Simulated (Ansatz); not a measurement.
# GeH5 (doublet): from Hartree-Fock to the top rungs at distance H1–H2 along a hydrogen transfer = 1.355 Å, cc-pVDZ

Aim: climb from Hartree-Fock through coupled cluster and multireference methods for GeH5 (doublet) at one geometry and basis, and see what each rung misses.

The runs use Ansatz 0.2.0, Gaussian basis; cc-pVDZ, core rule «outside noble gas», up to 14 orbitals frozen.

The runs, in order: UHF; CCSD(T) on ROHF; CCSD(T) on UHF; BCCD(T) on ROHF; CISD; CCSDT(Q) on ROHF; CCSDT(Q) on UHF; CASSCF and MRCISD+Q, 3 electrons in 3 orbitals; CASSCF and NEVPT2, 3 electrons in 3 orbitals; CASSCF and MRCISD+Q, 9 electrons in 9 orbitals; CASSCF and NEVPT2, 9 electrons in 9 orbitals.

5 further runs of the same task are left out: 5 that didn't finish.

## (1) The system

The geometry derives from fragments relaxed apart (PBE0/def2-TZVP) and kept rigid, so it is no stationary point. A hydrogen atom is moved between rigid fragments. No spin-orbit coupling is included. The filled d shell of Ge may be among the frozen orbitals whatever the setting's name suggests; the logs give the count.

6 atoms, charge 0, spin multiplicity 2.

Atoms are counted from 1 here; the program's logs count them from 0.

Bond lengths: H2–Ge3 1.530 Å, Ge3–H4 1.539 Å, Ge3–H5 1.539 Å, Ge3–H6 1.539 Å. Angles: H2–Ge3–H4 107.7°, H2–Ge3–H5 107.7°, H2–Ge3–H6 107.7°, H4–Ge3–H5 111.2°, H4–Ge3–H6 111.2°, H5–Ge3–H6 111.2°.

Coordinates:

```xyz
6
GeH5
H    -2.8460    0.0000    0.0000
H    -1.4910    0.0000    0.0000
Ge    0.0390    0.0000    0.0000
H     0.5077   -1.4659    0.0000
H     0.5077    0.7330   -1.2695
H     0.5077    0.7330    1.2695
```

## (2) UHF

Input file in.yaml:

```yaml
crystal:
  periodic: [false, false, false]
  atoms:
    - {symbol: H, position_ang: [-2.845957, 0.000000, -0.000001]}
    - {symbol: H, position_ang: [-1.490957, 0.000000, 0.000000]}
    - {symbol: Ge, position_ang: [0.039043, 0.000000, 0.000000]}
    - {symbol: H, position_ang: [0.507712, -1.465915, 0.000000]}
    - {symbol: H, position_ang: [0.507712, 0.732957, -1.269519]}
    - {symbol: H, position_ang: [0.507712, 0.732957, 1.269520]}
basis:
  gaussian: {orbitals: cc-pVDZ}
magnetization: {spin_polarized: true, initial_magnetization: 1}
hamiltonian: {xc: hf}
output: {orbitals: {seedname: orbitals}}
```

The run is started by

```sh
> ansatz run in.yaml --threads 1 --pin off --events-out ev --progress --plain --max-ram 2393MiB
```

The runs that follow: CCSD(T) on ROHF; CCSD(T) on UHF; BCCD(T) on ROHF; CISD; CCSDT(Q) on ROHF; CCSDT(Q) on UHF; CASSCF and MRCISD+Q, 3 electrons in 3 orbitals; CASSCF and NEVPT2, 3 electrons in 3 orbitals; CASSCF and MRCISD+Q, 9 electrons in 9 orbitals; CASSCF and NEVPT2, 9 electrons in 9 orbitals.

Before running them: what should the planned runs give, taken together? Wanted: UCCSDT(Q) below the RHF energy; RMP2 from UCCSDT(Q); UMP2 from UCCSDT(Q); RCCSD from UCCSDT(Q); RCCSD(T) from UCCSDT(Q); UCCSD(T) from UCCSDT(Q); RCCSDT(Q) from UCCSDT(Q); NEVPT2 pair from UCCSDT(Q); NEVPT2 valence from UCCSDT(Q).

**Answer**, as computed:

```
                         quantity                                                                     value
   UCCSDT(Q) below the RHF energy                                                                -4.1979 eV
              RMP2 from UCCSDT(Q)                                                           +22.16 kcal/mol
              UMP2 from UCCSDT(Q)                                                           +21.92 kcal/mol
             RCCSD from UCCSDT(Q)                                                            +2.14 kcal/mol
          RCCSD(T) from UCCSDT(Q)                                                            +0.46 kcal/mol
          UCCSD(T) from UCCSDT(Q)                                                            +0.45 kcal/mol
         RCCSDT(Q) from UCCSDT(Q)                                                            +0.01 kcal/mol
       NEVPT2 pair from UCCSDT(Q)                                                           +21.53 kcal/mol
    NEVPT2 valence from UCCSDT(Q)                                                           +17.70 kcal/mol
  MRCISD+Q valence from UCCSDT(Q)                                                            +0.36 kcal/mol
levels within 1 kcal/mol (43 meV)  RCCSD(T), UCCSD(T), BCCD(T), RCCSDT, UCCSDT, RCCSDT(Q), MRCISD+Q valence
                    T1 diagnostic                                                                     0.020
   effectively unpaired electrons                                                                      1.02
```

RCCSD(T) misses by +0.46 kcal/mol, 0.5 % of the correlation energy. One determinant dominates. Of the multireference levels listed MRCISD+Q valence comes nearest in total energy (+0.36 kcal/mol), which doesn't show that its space is the better one. These misses are within one basis, not against nature; the frozen cores of restricted and unrestricted runs differ, which can shift their rows.
